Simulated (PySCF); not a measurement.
# C11H16O3: the cost of one run

Computed with PySCF 2.14.0, with density-fitted response routines of our own, on a single molecule in the gas phase. Atoms count from 0, in the outputs and in this text.

## 1. The starting structure

30 atoms, charge 0, multiplicity 1; geometry from: GFN2-xTB.

Bonds of the start (Å): C0–C1 1.32, C1–C2 1.50, C1–C3 1.51, C3–C4 1.55, C4–C5 1.54, C5–C6 1.52, C6–C7 1.53, C6–O8 1.44, O8–C9 1.35, C9–O10 1.19, C9–O11 1.35, O11–C12 1.42, C12–C13 1.51, C13–C3 1.54, C12–C6 1.53, C0–H14 1.08, C0–H15 1.07, C2–H16 1.09, C2–H17 1.09, C2–H18 1.09, C3–H19 1.10, C4–H20 1.09, C4–H21 1.09, C5–H22 1.09, C5–H23 1.09, C7–H24 1.09, C7–H25 1.08, C7–H26 1.09, C12–H27 1.10, C13–H28 1.09 and more.

## 2. Geometry optimisation at PBE0-D3(BJ)/def2-SVP

What the job is given:

```
{"job": {"xc": "PBE0", "basis": "def2-SVP", "d3": "d3bj", "grid": 1, "kind": "geom"}, "charge": 0, "multiplicity": 1}
C     -2.950720     2.102740    -1.112320
C     -1.977440     1.621800    -1.868580
C     -2.026580     1.749120    -3.363690
C     -0.755660     0.908090    -1.329060
C     -0.865800    -0.603580    -1.635160
C      0.283070    -1.463940    -1.081340
C      0.463350    -1.130950     0.389420
C     -0.699150    -1.634360     1.248010
O      1.663010    -1.617250     1.022930
C      2.009250    -0.708350     1.957870
O      2.800590    -0.900040     2.819440
O      1.340400     0.456420     1.782830
C      0.732490     0.370350     0.497410
C     -0.496820     1.180580     0.165670
H     -3.798850     2.600540    -1.551120
H     -2.956280     2.035580    -0.039960
H     -2.173080     0.775100    -3.828900
H     -2.845700     2.394940    -3.666590
H     -1.095120     2.164080    -3.745150
H      0.113760     1.291140    -1.878600
H     -1.817910    -0.966880    -1.245910
H     -0.889940    -0.737900    -2.716740
H      1.210190    -1.250320    -1.615830
H      0.051070    -2.520710    -1.214450
H     -0.596550    -2.712470     1.354160
H     -1.662960    -1.416260     0.802110
H     -0.653150    -1.187720     2.240130
H      1.521070     0.633760    -0.228210
H     -0.320340     2.243680     0.326360
H     -1.334590     0.869170     0.784500
```

**Question.** How long does this first job take on 8 threads of Intel Xeon 6975P-C (Granite Rapids), shared host?

About 5.5 min.
